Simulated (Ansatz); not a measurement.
# MoS2: the cost of one run

Method: DFT PBE+D3(BJ), scalar-relativistic, plane waves, PAW, in Ansatz 0.2.0.

## Step 1: The structure to begin with

Symmetry: P6_3/mmc, No. 194, hexagonal system. The conventional cell has a = 3.169 Å, b = 3.169 Å, c = 12.324 Å, α = 90.00°, β = 90.00°, γ = 120.00°. Around Mo (site symmetry -6m2) lie 6 S at 2.41 Å. S (site symmetry 3m) is surrounded by 3 Mo at 2.41 Å.

As a file:

```
Mo S
1.0
     3.16900    0.00000    0.00000
    -1.58450    2.74443    0.00000
     0.00000    0.00000   12.32400
Mo S
2 4
Cartesian
  0.0000 1.8296 3.0810
  1.5845 0.9148 9.2430
  0.0000 1.8296 7.6779
  1.5845 0.9148 1.5159
  0.0000 1.8296 10.8081
  1.5845 0.9148 4.6461
```

The structure rests on an entry of the Crystallography Open Database; cell or positions may have been set otherwise for this series.

## Step 2: Relaxing cell and atoms: MoS2, no spin

File input.yaml:

```yaml
crystal:
  lattice:
    - [3.169, 0.0, 0.0]
    - [-1.5845, 2.7444345046, 0.0]
    - [0.0, 0.0, 12.324]
  atoms:
    - { symbol: Mo, position: [0.3333333333, 0.6666666667, 0.25] }
    - { symbol: Mo, position: [0.6666666667, 0.3333333333, 0.75] }
    - { symbol: S, position: [0.3333333333, 0.6666666667, 0.623] }
    - { symbol: S, position: [0.6666666667, 0.3333333333, 0.123] }
    - { symbol: S, position: [0.3333333333, 0.6666666667, 0.877] }
    - { symbol: S, position: [0.6666666667, 0.3333333333, 0.377] }
scf:
  occupations: { method: fixed }
output:
  forces: true
  stress: true
  eigenvalues: true
  write_density: true
  write_potential: true
  elf: true
  volumetric_format: npy
hamiltonian:
  xc: pbe
  dispersion: d3bj
relax:
  f_tol: 0.001
  max_steps: 60
  cell: { stress_tol: 0.03 }
kpoints:
  mp_grid: { grid: [12, 12, 3] }
```

Run with:

```
ansatz run input.yaml --threads 16 --pin off --max-ram 24576MiB --backend cpu --events-out ev --progress --plain --runs-dir out
```

Q: Estimate wall time and peak memory on 16 threads of Arm Neoverse V2, shared host.

About 5.6 s, with a peak of 0.75 GiB.
